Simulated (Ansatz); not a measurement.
# B2Cl2F2H4N2: the cost of one run

Computed with Ansatz 0.2.0, Gaussian basis. Level: revPBE/def2-SVP with D3(BJ) dispersion.

### 1 Structure used throughout

The geometry comes from an earlier relaxation with PBE0-D4 in a triple-zeta def2 set; it is a stationary point, not always the lowest conformer.

SMILES `F[B@-]1(Cl)[NH2+][B@@-](F)(Cl)[NH2+]1`, 12 atoms, charge 0, spin multiplicity 1.

Atoms are counted from 1 here; the program's logs count them from 0.

Bond lengths: F1–B2 1.359 Å, B2–Cl3 1.820 Å, B2–N4 1.593 Å, B2–N8 1.593 Å, N4–B5 1.593 Å, N4–H9 1.015 Å, N4–H10 1.012 Å, B5–F6 1.359 Å, B5–Cl7 1.820 Å, B5–N8 1.593 Å, N8–H11 1.012 Å, N8–H12 1.015 Å. Angles: F1–B2–Cl3 115.5°, F1–B2–N4 111.3°, F1–B2–N8 111.3°, Cl3–B2–N4 112.2°, Cl3–B2–N8 112.2°, N4–B2–N8 91.9°, B2–N4–B5 88.0°, B2–N4–H9 113.6°, B2–N4–H10 115.4°, B5–N4–H9 113.6°, B5–N4–H10 115.4°, H9–N4–H10 109.6°, N4–B5–F6 111.3°, N4–B5–Cl7 112.2°, N4–B5–N8 91.9°, F6–B5–Cl7 115.5°, F6–B5–N8 111.3°, Cl7–B5–N8 112.2° and more.

### 2 The run

The input, in.yaml:

```yaml
crystal:
  periodic: [false, false, false]
  atoms:
    - {symbol: F, position_ang: [-0.154403, -1.681409, -1.382967]}
    - {symbol: B, position_ang: [-0.569106, -0.534302, -0.783064]}
    - {symbol: Cl, position_ang: [-2.172211, 0.113984, -1.352175]}
    - {symbol: N, position_ang: [0.572570, 0.576301, -0.807033]}
    - {symbol: B, position_ang: [0.668669, 0.433744, 0.776596]}
    - {symbol: F, position_ang: [1.857481, -0.108012, 1.152054]}
    - {symbol: Cl, position_ang: [0.199131, 1.968479, 1.635765]}
    - {symbol: N, position_ang: [-0.496155, -0.652480, 0.803805]}
    - {symbol: H, position_ang: [1.414066, 0.283243, -1.292924]}
    - {symbol: H, position_ang: [0.285192, 1.486579, -1.143986]}
    - {symbol: H, position_ang: [-1.335192, -0.376520, 1.298365]}
    - {symbol: H, position_ang: [-0.193143, -1.564706, 1.129562]}
basis:
  gaussian: {orbitals: def2-SVP}
magnetization: {spin_polarized: true, initial_magnetization: 0}
hamiltonian: {xc: {name: revPBE}, dispersion: d3bj}
md: {timestep: 0.5 fs, n_steps: 50, ensemble: nvt_nose_hoover, temperature: 500, initial_velocities: maxwell_boltzmann, seed: 593}
```

Started as:

```bash
> ansatz run in.yaml --threads 4 --pin off --events-out ev --progress --plain --max-ram 11315MiB
```

**Question.** How long does this run take on 4 threads of Arm Neoverse V1, shared host, and how much memory does it need?

About 3.4 min, with a peak of 0.6 GiB.
